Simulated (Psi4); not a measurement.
# SnH2F (SMILES [F][SnH2]): UMP3/def2-TZVPP (core potential)

What is the vertical ionisation energy of SnH2F at UMP3/def2-TZVPP (core potential)? 

Program for the calculation: Psi4 1.11.

1 further run of the same task is left out (set aside as unsound or not needed).

## 1. Starting point

The species is SnH2F (4 atoms), meant as a doublet with charge 0. As SMILES, `[F][SnH2]`. The shape is that of a PBE0-D4/def2-TZVP optimisation.

Bond lengths: F1–Sn2 1.932 Å, Sn2–H3 1.726 Å, Sn2–H4 1.726 Å. Angles: F1–Sn2–H3 103.3°, F1–Sn2–H4 103.3°, H3–Sn2–H4 113.3°.

## 2. The energy at UMP3/def2-TZVPP (core potential)

The input, job.inp:

```
memory 2200 mb

molecule {
  0 2
  F     -1.552600    -0.190000     0.640700
  Sn     0.028300    -0.242200    -0.468300
  H      1.184100    -1.054400     0.524100
  H      0.395700     1.426200    -0.716700
  symmetry c1
  no_reorient
  no_com
}

set globals {
  basis def2-TZVPP
  reference uhf
  puream true
  e_convergence 1e-09
  d_convergence 1e-08
  scf_type pk
  num_frozen_docc 5
  maxiter 100
  mp_type conv
}

e_tot, wfn = energy('mp3', return_wfn=True)
```

On the command line:

```sh
$ psi4 -n 1 job.inp job.out
```

job.out:

```text
[...]
    !!!  WARNING: ECP capability is in beta. Please check occupations closely.  !!!
[...]
  Running in c1 symmetry.
[...]
  Nuclear repulsion =   71.224961374238049
[...]
  Multiplicity = 2
[...]
  Nalpha       = 17
  Nbeta        = 16
[...]
    Number of basis functions: 109
[...]
 WARNING: Atomic UHF is not converging! Try casting from a smaller basis or call Rob at CCMST.
   -------------------------
[...]
   @UHF iter   1:  -313.89182292926915   -1.88035e+00   4.83439e-03 ADIIS/DIIS
[...]
   @UHF iter  14:  -313.99150463029787   -9.20863e-12   8.22690e-09 DIIS
[...]
   @S^2 Observed:                7.563087070E-01
[...]
    Orbital Energies [Eh]
    ---------------------
    Alpha Occupied:
       1A    -26.226689     2A     -5.892752     3A     -4.085187
       4A     -4.080422     5A     -4.077508     6A     -1.516420
       7A     -1.350034     8A     -1.349503     9A     -1.345073
      10A     -1.344206    11A     -1.337174    12A     -0.700699
      13A     -0.599800    14A     -0.595753    15A     -0.563526
      16A     -0.474935    17A     -0.349094
    Alpha Virtual:
      18A      0.056945    19A      0.104388    20A      0.113871
      21A      0.172555    22A      0.177924    23A      0.221024
      24A      0.263265    25A      0.299337    26A      0.305001
[...]
  @UHF Final Energy:  -313.99150463029787
   => Energetics <=
    Nuclear Repulsion Energy =             71.2249613742380490
    One-Electron Energy =                -659.1513972211803321
    Two-Electron Energy =                 273.9349312166443724
    Total Energy =                       -313.9915046302978681
  UHF NO Occupations:
  HONO-2 :   15  A 1.9991444
  HONO-1 :   16  A 1.9981460
[...]
 Multipole Moments:
 ------------------------------------------------------------------------------------
     Multipole            Electronic (a.u.)      Nuclear  (a.u.)        Total (a.u.)
 ------------------------------------------------------------------------------------
 L = 1.  Multiply by 2.5417464519 to convert [e a0] to [Debye]
 Dipole X            :         23.1467844          -22.2439662            0.9028182
 Dipole Y            :         12.4845056          -12.5980482           -0.1135426
 Dipole Z            :          8.1354618           -8.9363259           -0.8008641
 Magnitude           :                                                    1.2121699
[...]
	SCS-MP2 Total Energy (a.u.)        :  -314.52293673015532
	SOS-MP2 Total Energy (a.u.)        :  -314.50725129850389
[...]
	SOS-PI-MP2 Total Energy (a.u.)     :  -314.54692411913510
[...]
	MP2 Total Energy (a.u.)            :  -314.55430759345830
[...]
	SCS-MP3 Total Energy (a.u.)        :  -314.52162165326581
[...]
	MP3 Total Energy (a.u.)            :  -314.54904728590037
[...]
```

Wall time 19 s (1 thread of AMD EPYC 9R45 (Zen 5), shared host); peak memory 1.3 GiB.

## 3. The singlet cation, same level

The input, fh2sn.xyz:

```xyz
4
FH2Sn
F     -1.552600    -0.190000     0.640700
Sn     0.028300    -0.242200    -0.468300
H      1.184100    -1.054400     0.524100
H      0.395700     1.426200    -0.716700
```

The input, fh2sn.py:

```python
import psi4

psi4.set_memory('2200 MB')
psi4.set_num_threads(1)
psi4.set_output_file('fh2sn.out', False)

with open('fh2sn.xyz') as f:
    atoms = ''.join(f.readlines()[2:])
geom = psi4.geometry('1 1\n' + atoms + 'symmetry c1\nno_reorient\nno_com')

options = {'basis': 'def2-TZVPP', 'reference': 'rhf', 'puream': True, 'e_convergence': 1e-09, 'd_convergence': 1e-08, 'scf_type': 'pk', 'num_frozen_docc': 5, 'mp_type': 'conv'}
psi4.set_options(options)

result = psi4.energy("mp3")
print(f'total energy {result:.8f} hartree = {result * 27.211386:.5f} eV')
for k, v in sorted(psi4.core.scalar_variables().items()):
    print(f'{k:45s} {v:18.10f}')
```

On the command line:

```sh
$ python fh2sn.py
```

fh2sn.out:

```text
[...]
    !!!  WARNING: ECP capability is in beta. Please check occupations closely.  !!!
[...]
  Running in c1 symmetry.
[...]
  Nuclear repulsion =   71.224961374238049
[...]
  Multiplicity = 1
[...]
  Nalpha       = 16
  Nbeta        = 16
[...]
    Number of basis functions: 109
[...]
 WARNING: Atomic UHF is not converging! Try casting from a smaller basis or call Rob at CCMST.
   -------------------------
[...]
   @RHF iter   1:  -313.57397409229628   -1.56250e+00   4.65228e-03 ADIIS/DIIS
[...]
   @RHF iter  11:  -313.66583284771627   -2.59206e-11   7.41648e-09 DIIS
[...]
    Orbital Energies [Eh]
    ---------------------
    Doubly Occupied:
       1A    -26.463623     2A     -6.189192     3A     -4.385257
       4A     -4.375645     5A     -4.373373     6A     -1.748890
       7A     -1.649402     8A     -1.647006     9A     -1.643573
      10A     -1.635569    11A     -1.619974    12A     -0.926226
      13A     -0.822806    14A     -0.810076    15A     -0.785249
      16A     -0.703617
[...]
  @RHF Final Energy:  -313.66583284771627
   => Energetics <=
    Nuclear Repulsion Energy =             71.2249613742380490
    One-Electron Energy =                -650.2226332128085460
    Two-Electron Energy =                 265.3318389908541803
    Total Energy =                       -313.6658328477162740
[...]
 Multipole Moments:
 ------------------------------------------------------------------------------------
     Multipole            Electronic (a.u.)      Nuclear  (a.u.)        Total (a.u.)
 ------------------------------------------------------------------------------------
 L = 1.  Multiply by 2.5417464519 to convert [e a0] to [Debye]
 Dipole X            :         23.2181360          -22.2439662            0.9741698
 Dipole Y            :         11.8768070          -12.5980482           -0.7212412
 Dipole Z            :          6.9393229           -8.9363259           -1.9970030
 Magnitude           :                                                    2.3360686
[...]
	SCS-MP2 Total Energy (a.u.)        :  -314.19437504707690
	SOS-MP2 Total Energy (a.u.)        :  -314.17986610075462
[...]
	SOS-PI-MP2 Total Energy (a.u.)     :  -314.21940712021910
[...]
	MP2 Total Energy (a.u.)            :  -314.22339293972152
[...]
	SCS-MP3 Total Energy (a.u.)        :  -314.19249010283363
[...]
	MP3 Total Energy (a.u.)            :  -314.21585316274832
[...]
```

It took 8.7 s on 1 thread of AMD EPYC 9R45 (Zen 5), shared host; peak memory 1.3 GiB.

## 4. Summary of results

Level: UMP3/def2-TZVPP (core potential), 5 core orbitals frozen.

| quantity | value |
| --- | --- |
| doublet SnH2F: total energy | -314.54905 Eh |
| doublet SnH2F: HOMO energy (Hartree–Fock orbitals) (highest over α and β) | -9.50 eV |
| doublet SnH2F: LUMO energy (Hartree–Fock orbitals) (lowest over α and β) | -0.12 eV |
| doublet SnH2F: correlation energy (5 core orbitals frozen) | -557.5 mEh |
| doublet SnH2F: ⟨S²⟩ of the reference determinant | 0.756 |
| singlet cation: total energy | -314.21585 Eh |
| singlet cation: HOMO energy (Hartree–Fock orbitals) | -19.15 eV |
| singlet cation: LUMO energy (Hartree–Fock orbitals) | -8.22 eV |
| singlet cation: HOMO–LUMO gap (Hartree–Fock orbitals) | 10.93 eV |
| singlet cation: correlation energy (5 core orbitals frozen) | -550.0 mEh |
| vertical ionisation energy (to the singlet cation) | 9.067 eV |

What this shows: The vertical ionisation energy comes to 9.07 eV (209 kcal/mol). Only the singlet of the ionised species was computed; a triplet could lie lower.
